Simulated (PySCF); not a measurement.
# Ni₂F⁺: structure of the singlet

The task is one start of a wider search on Ni₂F⁺: the singlet, from a PBE0 minimum start. It is relaxed, tested by its Hessian and followed downhill if it is a saddle.

Method: PBE0, basis F def2-SVP, Ni def2-SVP, no relativity, density fitting; program: PySCF 2.14.0.

## Step 1: The system as given

3 atoms, charge 1, spin multiplicity 1.

Bond lengths: F1–Ni2 1.786 Å, F1–Ni3 1.786 Å, Ni2–Ni3 2.216 Å. Angles: Ni2–F1–Ni3 76.7°, F1–Ni2–Ni3 51.6°, F1–Ni3–Ni2 51.6°.

Z-matrix (Å, degrees; charge 1 multiplicity 1):
```
F
Ni 1 1.7857
Ni 2 2.2161 1 51.65
```

## Step 2: First SCF at the start

One driver script runs all steps and calls PySCF; scf.py shows how it sets up the SCF of each step. The optimiser is the driver's own. After this first run the driver tries any further starts and a stability analysis.

Input file scf.py:

```python
from pyscf import gto, scf, dft
mol = gto.M(atom='''
F     -1.203080    -0.000000    -0.000000
Ni     0.197260     1.108050    -0.000000
Ni     0.197260    -1.108050     0.000000''',
    basis={'F': 'def2-SVP', 'Ni': 'def2-SVP'},
    charge=1, spin=0)
mf = dft.RKS(mol, xc='PBE0')
mf.grids.atom_grid = (50, 194)
aux = {'F': 'def2-universal-JKFIT', 'Ni': 'def2-universal-JKFIT'}
mf = mf.density_fit(auxbasis=aux)
mf.conv_tol = 1e-08
mf.diis_space = 10
mf.max_cycle = 60
mf.init_guess = 'minao'
mf.verbose = 4
mf.kernel()
```

Started as:

```sh
OMP_NUM_THREADS=2 python axn.py task.json out
```

After this run come: Relaxation: PBE0 minimum start, singlet; Hessian and properties; The broken-symmetry singlet; Vibrations and properties at this point.

Q: Predict the outcome of this session. Wanted: minimum; geometry; wavenumbers; dipole moment; highest occupied, lowest empty level; polar-tensor charge of F1; zero-point energy; ⟨S²⟩.

As calculated:

| quantity | value |
| --- | --- |
| minimum | broken-symmetry (Ms = 0), C2v |
| geometry | F–Ni 1.870 Å (×2), Ni–Ni 2.420 Å; F–Ni–Ni 49.7° (×2), Ni–F–Ni 80.7° |
| wavenumbers (cm⁻¹) | 178, 398, 552 |
| dipole moment (centre of mass) | 3.26 D |
| highest occupied, lowest empty level (either spin) | -11.57, -8.14 eV |
| polar-tensor charge of F1 | -0.32 e |
| zero-point energy | 6.7 kJ/mol |
| entropy at 298.15 K | 286.9 J/(mol K) |
| ⟨S²⟩ | 1.587 |

The PBE0 minimum start keeps its C2v symmetry and ends in a minimum. The determinant is spin-contaminated (⟨S²⟩ = 1.59 against 0.00), so it is no pure spin state. The strongest infrared band lies at 552 cm⁻¹. Other starts or spin states, not run here, may lie lower. The SCF density has lower symmetry than the nuclear frame.
